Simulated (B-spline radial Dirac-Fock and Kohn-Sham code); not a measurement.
# Ba¹⁵⁺: core levels and X-ray properties

Wanted for barium as Ba¹⁵⁺: its X-ray form factor and Compton profile and the binding energy of each subshell.

Method: a free atom or ion on a radial basis; each step names its model; computed with B-spline radial Dirac-Fock and Kohn-Sham code, version 2.

### Step 1. The system

Barium as Ba¹⁵⁺, configuration [Kr] 4d5.

```yaml
nuclear_charge: 56
electrons: 41
mass_number: 138
nuclear_rms_radius: 4.8378 fm
```

### Step 2. Form factor and Compton profile

Model: Dirac-Fock average of configuration, finite nucleus; form factor of the spherical density, Waller-Hartree incoherent function, impulse-approximation Compton profiles.

The run's settings:

```ini
task = scatter
Z = 56
charge = 15
configuration = 1s2 2s2 2p6 3s2 3p6 3d10 4s2 4p6 4d5
mass_number = 138
rms_radius = 4.8378  # fm
s = [0.0, 0.05, 0.1, 0.15, 0.2, 0.25, 0.3, 0.35, 0.4, 0.45, 0.5, 0.6, 0.7, 0.8, 0.9, 1.0, 1.1, 1.2, 1.4, 1.6, 1.8, 2.0, 2.5, 3.0, 3.5, 4.0, 5.0, 6.0]  # 1/A
pz = [0, 0.1, 0.2, 0.3, 0.4, 0.5, 0.6, 0.8, 1.0, 1.2, 1.4, 1.6, 1.8, 2.0, 2.5, 3.0, 4.0, 5.0, 7.0, 10.0, 15.0, 20.0, 30.0, 40.0, 60.0, 100.0]  # a.u.
photon_energy = [1000, 2000, 5000, 10000, 20000, 30000, 100000, 200000]  # eV
```

### Step 3. Core and valence levels

Model: Dirac-Fock average of configuration, Delta-SCF, finite nucleus, first-order Breit with its frequency dependence, self-energy and vacuum polarisation.

Recorded inputs:

```ini
task = binding
```

Q: Predict the outcome of this session. Wanted: rms radius of the electron cloud; form factor halves at; Compton profile at zero; deepest level listed, K; least bound, N4,5; Kα1.

As calculated:

| quantity | value |
| --- | --- |
| rms radius of the electron cloud | 0.460 bohr |
| form factor halves at | 0.86 1/Å |
| Compton profile at zero | 3.422 1/a.u. |
| deepest level listed, K (1s) | 37788.5 eV |
| least bound, N4,5 (4d) | 388.4 eV |
| Kα1 | 32193.0 eV |
| ionisation energy, NIST (theoretical) | 390.000 eV |

What this shows: The form factor starts at the 41 electrons and halves by s = 0.86 1/Å. Incoherent scattering outweighs coherent from 200 keV on, among the energies asked. For K (1s), relaxation takes off 58.9 eV, Breit terms shift it by -92.16 and QED by -47.07 eV. NIST's ionisation energy differs by +1.61 eV from the least binding energy, within its stated uncertainty. The Hartree-Fock and Dirac-Fock values hold no electron correlation.
